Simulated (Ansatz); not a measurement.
# SnO: the cost of one run

Method: DFT PBE, scalar-relativistic, plane waves, PAW, in Ansatz 0.2.0.

## Step 1: The starting structure

The structure is tetragonal, space group P4/nmm (No. 129). The conventional cell has a = 3.802 Å, b = 3.802 Å, c = 4.836 Å, α = 90.00°, β = 90.00°, γ = 90.00°. Around Sn (site symmetry 4mm) lie 4 O at 2.22 Å. O (site symmetry -4m2) is surrounded by 4 Sn at 2.22 Å.

Coordinates:

```cif
data_structure
_symmetry_space_group_name_H-M 'P4/nmm:1'
_symmetry_Int_Tables_number 129
_cell_length_a 3.8020
_cell_length_b 3.8020
_cell_length_c 4.8360
_cell_angle_alpha 90.000
_cell_angle_beta 90.000
_cell_angle_gamma 90.000
_cell_volume 69.91
loop_
_atom_site_label
_atom_site_type_symbol
_atom_site_symmetry_multiplicity
_atom_site_Wyckoff_symbol
_atom_site_fract_x
_atom_site_fract_y
_atom_site_fract_z
_atom_site_occupancy
Sn1 Sn 2 c 0.00000 0.50000 0.23850 1
O1 O 2 a 0.00000 0.00000 0.00000 1
```

No relaxation comes first: the listed cell is the starting point.

## Step 2: The undisturbed cell

Input file input.yaml:

```yaml
crystal:
  lattice:
    - [3.802, 0.0, 0.0]
    - [0.0, 3.802, 0.0]
    - [0.0, 0.0, 4.836]
  atoms:
    - { symbol: Sn, position: [0.0, 0.5, 0.2385] }
    - { symbol: Sn, position: [0.5, 0.0, 0.7615] }
    - { symbol: O, position: [0.0, 0.0, 0.0] }
    - { symbol: O, position: [0.5, 0.5, 0.0] }
basis:
  ecutwfc: 420
kpoints:
  mp_grid: { grid: [12, 12, 10] }
hamiltonian:
  xc: pbe
scf:
  occupations: { method: gaussian, width: 0.15 }
output:
  forces: true
  stress: true
  eigenvalues: true
  write_density: true
  write_potential: true
  elf: true
  volumetric_format: npy
```

Run with:

```
ansatz run input.yaml --threads 1 --pin off --max-ram 2560MiB --backend cpu --events-out ev --progress --plain --runs-dir out
```

**Question.** How long does this run take on 1 thread of Intel Xeon 6975P-C (Granite Rapids), shared host, and how much memory does it need?

About 9.9 s, with a peak of 0.49 GiB.
